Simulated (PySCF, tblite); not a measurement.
# C2H7Cl2GeNSi+ (doublet): geometry, infrared bands and EPR parameters

Wanted: the infrared bands and EPR parameters of C2H7Cl2GeNSi+ (doublet) (`C=[C](Cl)[Ge@H]([Cl])[NH+][SiH3]`), by calculation.

Computed with tblite 0.8.0 and PySCF 2.14.0, with density-fitted response routines of our own, on a single molecule in the gas phase. Atoms are numbered from 0 throughout.

### Step 1. Starting geometry

14 atoms, charge 1, multiplicity 2; geometry from: force field or distance geometry start.

Bonds of the start (Å): C0–C1 1.35, C1–Cl2 1.75, C1–Ge3 1.93, Ge3–Cl4 2.16, Ge3–N5 1.87, N5–Si6 1.78, C0–H7 1.08, C0–H8 1.09, Ge3–H9 1.54, N5–H10 1.04, Si6–H11 1.47, Si6–H12 1.47, Si6–H13 1.47.

### Step 2. Optimising the geometry with GFN2-xTB

Job settings and geometry (Å):

```
{"job": {"kind": "relax", "xc": "GFN2-xTB", "basis": "xTB"}, "charge": 1, "multiplicity": 2}
C      2.047700    -1.197000     0.358600
C      1.401300    -0.568800    -0.646000
Cl     1.414500    -1.266000    -2.247600
Ge     0.468500     1.084700    -0.327000
Cl     1.868300     2.565100     0.400600
N     -0.861600     0.811900     0.965300
Si    -2.105200    -0.239000     0.234200
H      2.569400    -2.122900     0.185800
H      2.043500    -0.779700     1.362400
H     -0.176100     1.573500    -1.635300
H     -1.308900     1.739100     1.129900
H     -2.637700     0.379900    -0.982700
H     -1.524500    -1.549100    -0.080000
H     -3.199600    -0.432100     1.194600
```

The run is started by

```
> OMP_NUM_THREADS=1 python probes_run.py task.json out
```

This one command runs all jobs of the session in turn.

Log:

```text
step      E/eV     max force
  0    -627.79191    2.090
  1    -627.94604    1.220
  2    -628.07970    1.066
  3    -628.12672    0.748
  4    -628.19602    0.831
  5    -628.28420    1.336
  6    -628.33891    0.887
  7    -628.39356    0.440
  8    -628.41465    0.469
  9    -628.43854    0.413
 10    -628.46160    0.452
 11    -628.49773    0.673
 12    -628.53803    0.716
 13    -628.57552    0.478
 14    -628.57268    1.262
 15    -628.59916    0.265
 16    -628.60330    0.211
 17    -628.61497    0.159
 18    -628.61725    0.153
 19    -628.62063    0.141
 20    -628.62336    0.152
 21    -628.62740    0.240
 22    -628.63150    0.250
 23    -628.63542    0.167
 24    -628.63845    0.188
 25    -628.64121    0.177
 26    -628.64383    0.165
 27    -628.64593    0.116
 28    -628.64749    0.108
 29    -628.64901    0.115
 30    -628.65080    0.139
 31    -628.65282    0.141
 32    -628.65443    0.103
 33    -628.65532    0.070
 34    -628.65593    0.090
 35    -628.65668    0.120
 36    -628.65763    0.117
 37    -628.65860    0.085
 38    -628.65943    0.082
 39    -628.66010    0.077
 40    -628.66066    0.076
 41    -628.66114    0.062
 42    -628.66168    0.074
 43    -628.66249    0.083
 44    -628.66380    0.109
 45    -628.66548    0.139
 46    -628.66675    0.115
 47    -628.66791    0.129
 48    -628.66875    0.096
 49    -628.67079    0.090
 50    -628.67254    0.114
 51    -628.67473    0.106
 52    -628.67592    0.084
 53    -628.67683    0.069
 54    -628.67785    0.088
 55    -628.67924    0.102
 56    -628.68059    0.108
 57    -628.68156    0.095
 58    -628.68235    0.072
 59    -628.68314    0.075
 60    -628.68430    0.103
 61    -628.68558    0.107
 62    -628.68665    0.081
 63    -628.68741    0.081
 64    -628.68795    0.064
 65    -628.68844    0.061
 66    -628.68896    0.047
 67    -628.68944    0.083
 68    -628.68985    0.050
 69    -628.69025    0.048
 70    -628.69075    0.047
 71    -628.69108    0.048
 72    -628.69172    0.052
 73    -628.69236    0.067
 74    -628.69308    0.079
 75    -628.69372    0.068
 76    -628.69426    0.067
 77    -628.69472    0.054
 78    -628.69519    0.053
 79    -628.69577    0.058
 80    -628.69636    0.062
 81    -628.69685    0.060
 82    -628.69721    0.049
 83    -628.69757    0.043
 84    -628.69798    0.044
 85    -628.69841    0.054
 86    -628.69876    0.039
 87    -628.69901    0.039
 88    -628.69923    0.038
 89    -628.69956    0.062
 90    -628.70011    0.095
 91    -628.70091    0.108
 92    -628.70172    0.081
 93    -628.70223    0.036
 94    -628.70244    0.038
 95    -628.70256    0.032
 96    -628.70269    0.029
 97    -628.70310    0.041
 98    -628.70339    0.047
 99    -628.70385    0.038
100    -628.70406    0.029
101    -628.70415    0.019
102    -628.70420    0.023
103    -628.70425    0.023
104    -628.70433    0.016
105    -628.70442    0.016
106    -628.70449    0.018
107    -628.70455    0.017
108    -628.70459    0.012
109    -628.70462    0.011
110    -628.70464    0.013
111    -628.70468    0.020
112    -628.70475    0.034
113    -628.70491    0.055
114    -628.70518    0.069
115    -628.70554    0.077
116    -628.70586    0.045
117    -628.70608    0.036
118    -628.70621    0.035
119    -628.70632    0.031
120    -628.70654    0.036
121    -628.70680    0.044
122    -628.70731    0.069
123    -628.70800    0.085
124    -628.70893    0.085
125    -628.70988    0.067
126    -628.71043    0.083
127    -628.71046    0.094
128    -628.71125    0.051
129    -628.71155    0.046
130    -628.71201    0.057
131    -628.71241    0.039
132    -628.71289    0.077
133    -628.71358    0.093
134    -628.71417    0.064
135    -628.71440    0.063
136    -628.71475    0.041
137    -628.71497    0.053
138    -628.71521    0.023
139    -628.71534    0.026
140    -628.71539    0.022
141    -628.71545    0.016
142    -628.71551    0.015
143    -628.71553    0.014
144    -628.71556    0.013
145    -628.71559    0.014
146    -628.71562    0.015
147    -628.71565    0.016
148    -628.71568    0.016
149    -628.71571    0.018
150    -628.71574    0.014
151    -628.71576    0.010
```

It took 1.4 s on 1 thread of Arm Neoverse V2, shared host.

Relaxation path: (not every step is listed)

```csv
step,energy from step 0 (eV),largest force (eV/Å)
0,0.0000,2.0902
1,-0.1541,1.2204
2,-0.2878,1.0661
3,-0.3348,0.7480
4,-0.4041,0.8312
5,-0.4923,1.3362
6,-0.5470,0.8865
7,-0.6016,0.4403
8,-0.6227,0.4687
21,-0.8355,0.2396
34,-0.8640,0.0896
47,-0.8760,0.1287
60,-0.8924,0.1027
73,-0.9004,0.0668
86,-0.9068,0.0389
99,-0.9119,0.0380
112,-0.9128,0.0343
125,-0.9180,0.0674
138,-0.9233,0.0230
146,-0.9237,0.0149
147,-0.9237,0.0161
148,-0.9238,0.0163
149,-0.9238,0.0178
150,-0.9238,0.0140
151,-0.9239,0.0097
```

Distances of close pairs at the start and the end, largest changes first:

```csv
bond,before (Å),after (Å),change (Å)
C1–Ge3,1.925,2.081,+0.156
Ge3–Cl4,2.163,2.072,-0.092
C1–Cl2,1.747,1.680,-0.067
Ge3–N5,1.874,1.819,-0.056
C0–C1,1.350,1.313,-0.037
Ge3–H9,1.538,1.506,-0.032
N5–H10,1.043,1.012,-0.030
N5–Si6,1.785,1.770,-0.015
```

The final coordinates are the input of the step that follows.

### Step 3. Harmonic vibrations with GFN2-xTB

Job settings and geometry (Å):

```
{"job": {"kind": "ir", "xc": "GFN2-xTB", "basis": "xTB"}, "charge": 1, "multiplicity": 2}
C      2.448572    -1.015758     0.216361
C      1.544970    -0.580285    -0.630195
Cl     1.057518    -1.238834    -2.096698
Ge     0.464692     1.164221    -0.283569
Cl     1.598681     2.412212     0.920368
N     -0.984905     0.549532     0.626814
Si    -2.500978    -0.176299     0.071844
H      3.045154    -1.897518     0.021629
H      2.652888    -0.492374     1.136909
H     -0.014661     1.668754    -1.619223
H     -0.864846     0.527572     1.631822
H     -2.401727    -0.160653    -1.386741
H     -2.537384    -1.504774     0.686682
H     -3.508653     0.743731     0.617115
```

Log:

```text
mode    cm-1     km/mol
  1      13.1      0.72
  2      40.7      0.47
  3      60.0      1.66
  4      93.3      0.61
  5      95.7      0.03
  6     129.3      3.90
  7     150.9      0.57
  8     188.2      5.37
  9     257.5      5.70
 10     343.3      8.64
 11     388.3     21.03
 12     406.5     63.87
 13     452.1     10.55
 14     481.8     37.44
 15     527.4      6.94
 16     536.4     90.69
 17     566.1     40.59
 18     605.2     57.87
 19     633.5     91.43
 20     670.4     11.41
 21     687.0     53.74
 22     708.8     61.34
 23     743.4    230.64
 24     798.4     55.21
 25     872.3     36.63
 26     974.7    138.44
 27    1098.5     45.60
 28    1323.2     52.75
 29    1639.0    108.31
 30    1913.6     82.84
 31    2178.6     79.84
 32    2240.2    114.42
 33    2269.5    140.86
 34    3034.9     71.65
 35    3089.5      2.06
 36    3387.5     19.04
```

It took 0.67 s on 1 thread of Arm Neoverse V2, shared host.

Which atoms move in the most intense modes:

```csv
cm⁻¹,km/mol,atoms
536,90.7,"H13 38 %, H12 21 %, N5 13 %"
634,91.4,"H9 53 %, N5 24 %"
743,230.6,"H11 34 %, H12 30 %, Si6 15 %, H13 13 %"
975,138.4,"H7 31 %, H8 26 %, C1 21 %, C0 20 %"
1639,108.3,"C1 51 %, C0 46 %"
1914,82.8,H9 99 %
2240,114.4,H12 96 %
2270,140.9,H11 95 %
```

### Step 4. g tensor and hyperfine couplings: B3LYP/def2-TZVP-core+pcH-1

The job, as its differences from that of step 3:

```diff
@@ -1,2 +1,2 @@
-{"job": {"kind": "ir", "xc": "GFN2-xTB", "basis": "xTB"}, "charge": 1, "multiplicity": 2}
+{"job": {"kind": "epr", "basis": "pcH-1"}, "charge": 1, "multiplicity": 2}
 C      2.448572    -1.015758     0.216361
```

Level: UKS B3LYP, def2-TZVP-core on Ge, pcH-1 on C Cl H N Si, non-relativistic, mean-field spin-orbit, GIAO.

Log:

```text
UKS, coarse grid
  cycle   1  E = -3421.73594604  |g| = 1.40e+00
  cycle   2  E = -3421.47755299  |g| = 1.22e+00
  cycle   3  E = -3421.67783986  |g| = 6.59e-01
  cycle   4  E = -3421.81228806  |g| = 3.77e-01
  cycle   5  E = -3421.88231667  |g| = 5.90e-02
  cycle   6  E = -3421.88283112  |g| = 5.45e-02
  cycle   7  E = -3421.88435282  |g| = 9.35e-03
  cycle   8  E = -3421.88443011  |g| = 4.62e-03
  cycle   9  E = -3421.88448100  |g| = 2.24e-03
  cycle  10  E = -3421.88449894  |g| = 1.78e-03
  cycle  11  E = -3421.88450903  |g| = 1.20e-03
  cycle  12  E = -3421.88451228  |g| = 1.10e-03
  cycle  13  E = -3421.88451412  |g| = 8.89e-04
UKS, final grid
  cycle   1  E = -3421.88441233  |g| = 1.42e-03
  cycle   2  E = -3421.88440535  |g| = 3.91e-03
  cycle   3  E = -3421.88441361  |g| = 5.45e-04
  cycle   4  E = -3421.88441378  |g| = 1.68e-04
  cycle   5  E = -3421.88441393  |g| = 1.75e-04
  cycle   6  E = -3421.88441401  |g| = 6.26e-05
  cycle   7  E = -3421.88441403  |g| = 2.44e-05
  cycle   8  E = -3421.88441403  |g| = 7.45e-06
E = -3421.88441403 Eh   <S^2> = 0.7581 (exact 0.7500)
g shifts (ppm)      1          2          3
  rmc          -211       -211       -211
  gc             13         64         35
  oz_so        1434       5564      21863
  total        1236       5419      21687
hyperfine (MHz)  atom isotope    a_iso     a_fc   dipolar eigenvalues
    0   13C      15.45      15.78    -12.90    -10.74     23.65
    1   13C      63.69      62.70    -24.29    -17.28     41.57
    2  35Cl       4.55       2.59    -22.22    -20.64     42.86
    3  73Ge      19.93      20.14     -2.28      0.29      1.99
    4  35Cl      -1.00      -1.09     -2.49     -2.00      4.49
    5   14N      21.69      21.46    -26.51    -26.26     52.77
    6  29Si      35.13      35.22     -1.91      0.43      1.48
    7    1H      29.22      29.23     -5.92     -3.28      9.20
    8    1H       2.65       2.68     -5.09     -3.21      8.29
    9    1H      34.57      34.58     -2.47     -1.01      3.47
   10    1H     -35.76     -35.93    -30.97     -6.88     37.84
   11    1H       3.17       3.17     -2.47     -1.37      3.83
   12    1H      64.53      64.54     -2.54     -1.20      3.73
   13    1H     134.00     134.01     -3.22     -0.48      3.70
```

Run time: 6.7 min. Hardware: 1 thread of Arm Neoverse V2, shared host; peak memory 1.6 GiB.

Principal g values 2.00356, 2.00774, 2.02401; g(iso) = 2.01177, against 2.00232 for a free electron.

Hyperfine couplings; where a row names several nuclei, a(iso) is their mean (it holds for fast rotation or exchange) and the dipolar term the largest among them:

```csv
nuclei,isotope,a(iso) (MHz),"a(iso) (G, at g = 2.0023)",largest dipolar term (MHz)
"H11, H12, H13",1H,67.2,24.0,3.8
C1,13C,63.7,22.7,41.6
H10,1H,-35.8,-12.8,37.8
Si6,29Si,35.1,12.5,-1.9
H9,1H,34.6,12.3,3.5
H7,1H,29.2,10.4,9.2
N5,14N,21.7,7.7,52.8
Ge3,73Ge,19.9,7.1,-2.3
C0,13C,15.5,5.5,23.6
Cl2,35Cl,4.6,1.6,42.9
H8,1H,2.6,0.9,8.3
Cl4,35Cl,-1.0,-0.4,4.5
```

Mulliken spin populations:

C0 0.13; C1 0.15; Cl2 0.11; Ge3 -0.04; Cl4 0.01; N5 0.57; Si6 -0.04; H7 0.01; H8 0.00; H9 0.02; H10 -0.02; H11 0.00; H12 0.03; H13 0.07

In first order the couplings over 0.8 MHz of 1H, 14N, 35Cl give 3072 distinct lines over 129.9 G, if the averaged nuclei exchange fast; the same motion can average rows kept apart here too.

The fields below are evaluated on a grid from the run's orbitals.

ELF in a plane through or near 5 of the atoms.

Ten even steps from '0' (0.00) to '9' (1.00):
```
0000000000000000000000000000
0000000000000000000000000000
0000000001233210000000000000
0000000024688641000000000000
0000000157888851000000000000
0000000258888730000000000000
0000000026876300110001200000
0000000000122125652029992000
0000004762001267374289998000
0000015885112267384399998100
0000136374742146743629995000
0000699837863001221313320000
0000899973431000178862000000
0000499820000000168851000000
0000001000000000012210000000
0000000000000000000000000000
0000000000000000000000000000
0000000000000000000000000000
0000000000000000000000000000
0000000000000000000000000000
```
The map spans 12.4 Å across and 10.8 Å up, centred on the molecule. Atoms in the plane (x, y in Å): C0 (-2.6, -0.5), N5 (1.1, 0.6), Si6 (2.4, -0.5), H7 (-3.3, -1.2), H13 (3.6, 0.4).

log10 of the density (e/Å³) in the same plane.

Ten even steps from '0' (-4.0) to '9' (1.3):
```
0000000000010000000000000000
0000000012232210000000000000
0000000233444432100000000000
0000001345666543200000000000
0000002356777654210000000000
0000012356777654322111100000
0000012345666555543322221000
0000123444555566665444432100
0000234565555668876566653210
0001346776655567876677753210
0002456797765556678976653210
0002467787765444567866542100
0002457766554333466665431000
0001345544443322355554320000
0000123333333222233332210000
0000011122222111122221100000
0000000000111000001100000000
0000000000000000000000000000
0000000000000000000000000000
0000000000000000000000000000
```
The map spans 12.4 Å across and 10.8 Å up, centred on the molecule. Atoms in the plane (x, y in Å): C0 (-2.6, -0.5), N5 (1.1, 0.6), Si6 (2.4, -0.5), H7 (-3.3, -1.2), H13 (3.6, 0.4).

On the surface of density 0.002 e/bohr³ the electrostatic potential runs, from the 1st to the 99th percentile, from 3.06 V near Cl4 to 6.18 V near H10.

The spin density lies nearest to N5 42 %; C1 16 %; Cl2 10 %; C0 9 %.

### Step 5. Results

| quantity | value |
| --- | --- |
| strongest single infrared mode (GFN2-xTB) | 743 cm⁻¹, 231 km/mol |
| zero-point energy (GFN2-xTB) | 48.0 kcal/mol |
| g(iso) (B3LYP) | 2.01177 |
| ⟨S²⟩ | 0.758 (exact 0.75) |
| largest a(iso) (averaged by class) | 1H on H11, H12, H13, 67.2 MHz |

**Reading.** Relaxing lowered the energy by 0.924 eV in 151 steps; the close pair that moved most is C1–Ge3, from 1.925 to 2.081 Å. No mode is imaginary among the 36: a minimum at this level. The strongest single mode, at 743 cm⁻¹, is carried by H11, H12, Si6, H13. Unscaled tight-binding wavenumbers are off by several per cent, some by more. Its intensities can rank the bands wrongly. The largest share of the spin, 0.57 e, sits on N5. The isotropic g lies 9.4 ppt above the free-electron value. The hyperfine terms hold no scalar relativity, which the heavier nuclei need. These values are for one conformer; the search (at its own cheap level) found 2 more, at 0.02, 0.17 kcal/mol (those within 0.05 may be mirror or relabelled copies), and measured spectra average over such forms.
